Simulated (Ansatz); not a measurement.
Hf2Pd2Se2Br2O3:

```
CELL_PARAMETERS angstrom
-1.89227 2.67212 12.28423
1.89227 -2.67212 12.28423
1.89227 2.67212 -12.28423
ATOMIC_POSITIONS crystal
Hf 0.92095 0.92095 0.00000
Hf 0.07905 0.07905 0.00000
Pd 0.68332 0.68332 0.00000
Pd 0.31668 0.31668 0.00000
Se 0.61777 0.11777 0.50000
Se 0.38223 0.88223 0.50000
Br 0.78660 0.78660 0.00000
Br 0.21340 0.21340 0.00000
O 0.90121 0.40121 0.50000
O 0.09879 0.59879 0.50000
O 0.00000 0.00000 0.00000
```

The cell was built by a generator and needn't be a form met in nature.

* Program: Ansatz 0.2.0
* Task: relaxation of cell and atoms
* Functional: r2SCAN
* Dispersion: rVV10
* Potentials or basis: Ansatz PAW
* Cutoff: 500 eV (not typed: the program's choice for these potentials)
* k mesh: 6 × 6 × 6
* Occupations: fermi-dirac, width 0.05 eV
* Spin: no spin polarisation

At the start: volume 22.59 Å³/atom.

**Question.** How do energy, volume and symmetry change on relaxing?

**Answer.** It ends after 6 steps and the volume is 21.70 Å³/atom (-3.9 %); space group Immm (No. 71, to 0.05 Å).

The path:
```tsv
step	energy change (eV)	largest force (eV/Å)	volume (Å³)
1	0.0000	0.1305	248.45
2	-0.0829	0.2136	240.33
3	-0.0985	0.0304	238.45
4	-0.0994	0.0073	238.63
5	-0.0995	0.0043	238.73
6	-0.0957	0.0042	238.73
```

Final structure:
```xyz
11
Lattice="-1.8680 2.6600 12.0111 1.8680 -2.6600 12.0111 1.8680 2.6600 -12.0111" Properties=species:S:1:pos:R:3 pbc="T T T"
Hf    0.0000    0.0000   22.0947
Hf    0.0000    0.0000    1.9275
Pd    0.0000    0.0000   16.3854
Pd    0.0000    0.0000    7.6368
Se    0.0000    2.6600    2.7740
Se    1.8680    0.0000    9.2371
Br    0.0000    0.0000   18.9104
Br    0.0000    0.0000    5.1117
O     0.0000    2.6600    9.5799
O     1.8680    0.0000    2.4312
O     0.0000    0.0000    0.0000
```

Caveat: the plane-wave basis is chosen anew once the cell has moved, so the energies of steps on either side of that aren't comparable; the PAW data sets come from PBE, with cores solved anew for the run's functional, which leaves a small shift of forces and pressure.
